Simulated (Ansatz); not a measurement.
**BGe+ (singlet): the correlation ladder at distance Ge1–B2 = 5.725 Å, cc-pVDZ**

Aim: climb from Hartree-Fock through coupled cluster and multireference methods for BGe+ (singlet) at one geometry and basis, and see what each rung misses.

Program: Ansatz 0.2.0, Gaussian basis. Level of theory: cc-pVDZ, core rule «outside noble gas», up to 15 orbitals frozen. These are calculated values, not measurements.

Plan: UHF; CCSD(T) on RHF; CCSD(T) on UHF; BCCD(T) on RHF; CISD; CCSDT(Q) on RHF; CCSDT(Q) on UHF; CCSDTQ on RHF; CASSCF and MRCISD+Q, 2 electrons in 2 orbitals; CASSCF and NEVPT2, 2 electrons in 2 orbitals; CASSCF and MRCISD+Q, 6 electrons in 8 orbitals; CASSCF and NEVPT2, 6 electrons in 8 orbitals; Full CI; Full CI in the symmetry of the determinant.

25 further runs of the same task are left out: 18 that didn't finish, 7 set aside as unsound or not needed.

## 1. The geometry

The geometry derives from a PBE0/def2-TZVP stationary point (not a proven minimum). One bond is set to the value named and the two fragments are kept rigid. No spin-orbit coupling is included. The filled d shell of Ge may be among the frozen orbitals whatever the setting's name suggests; the logs give the count.

2 atoms, charge 1, spin multiplicity 1.

Atoms are counted from 1 here; the program's logs count them from 0.

No contacts short enough for the rule that draws bonds.

## 2. UHF

Input file in.yaml:

```yaml
crystal:
  periodic: [false, false, false]
  atoms:
    - {symbol: Ge, position_ang: [0.000000, 0.000000, 0.000000]}
    - {symbol: B, position_ang: [0.000000, 0.000000, 5.725000]}
basis:
  gaussian: {orbitals: cc-pVDZ}
total_charge: 1
magnetization: {spin_polarized: true, initial_magnetization: 0}
hamiltonian: {xc: hf}
output: {orbitals: {seedname: orbitals}}
```

On the command line:

```
> ansatz run in.yaml --threads 1 --pin off --events-out ev --progress --plain --max-ram 2393MiB
```

After this run come: CCSD(T) on RHF; CCSD(T) on UHF; BCCD(T) on RHF; CISD; CCSDT(Q) on RHF; CCSDT(Q) on UHF; CCSDTQ on RHF; CASSCF and MRCISD+Q, 2 electrons in 2 orbitals; CASSCF and NEVPT2, 2 electrons in 2 orbitals; CASSCF and MRCISD+Q, 6 electrons in 8 orbitals; CASSCF and NEVPT2, 6 electrons in 8 orbitals; Full CI; Full CI in the symmetry of the determinant.

Before running them: what should the planned runs give, taken together? Wanted: FCI below the RHF energy; UMP2 from FCI; UCCSD(T) from FCI; UCCSDT(Q) from FCI; NEVPT2 pair from FCI; MRCISD+Q pair from FCI; NEVPT2 valence from FCI; T1 diagnostic; effectively unpaired electrons.

**Answer**, as computed:

| quantity | value |
| --- | --- |
| FCI below the RHF energy | -4.8324 eV |
| UMP2 from FCI | +1059.4 meV |
| UCCSD(T) from FCI | +0.8 meV |
| UCCSDT(Q) from FCI | -19.1 meV |
| NEVPT2 pair from FCI | +1034.7 meV |
| MRCISD+Q pair from FCI | -110.1 meV |
| NEVPT2 valence from FCI | +408.8 meV |
| levels within 1 kcal/mol (43 meV) | UCCSD, UCCSD(T), UCCSDT, UCCSDT(Q), MRCISD valence, MRCISD+Q valence |
| T1 diagnostic | 0.328 |
| effectively unpaired electrons | 2.11 |

What this shows: UCCSD(T) lands +0.8 meV from the yardstick (0.0 % of the correlation energy). UCCSDT, UCCSDT(Q), MRCISD+Q pair, MRCISD+Q valence fall below full CI: unrestricted runs freeze a spin-polarised core, another one than full CI's, and coupled cluster isn't variational. The occupations show strong static correlation (2.1 unpaired electrons where one determinant has 0). Coupled cluster on one determinant still stays close here. Of the multireference levels listed MRCISD+Q valence comes nearest in total energy (-31.7 meV), which doesn't show that its space is the better one. The lowest state has another symmetry than the determinant, whose own symmetry lies 0.01 eV higher, so single-reference misses include that gap. These misses are within one basis, not against nature.
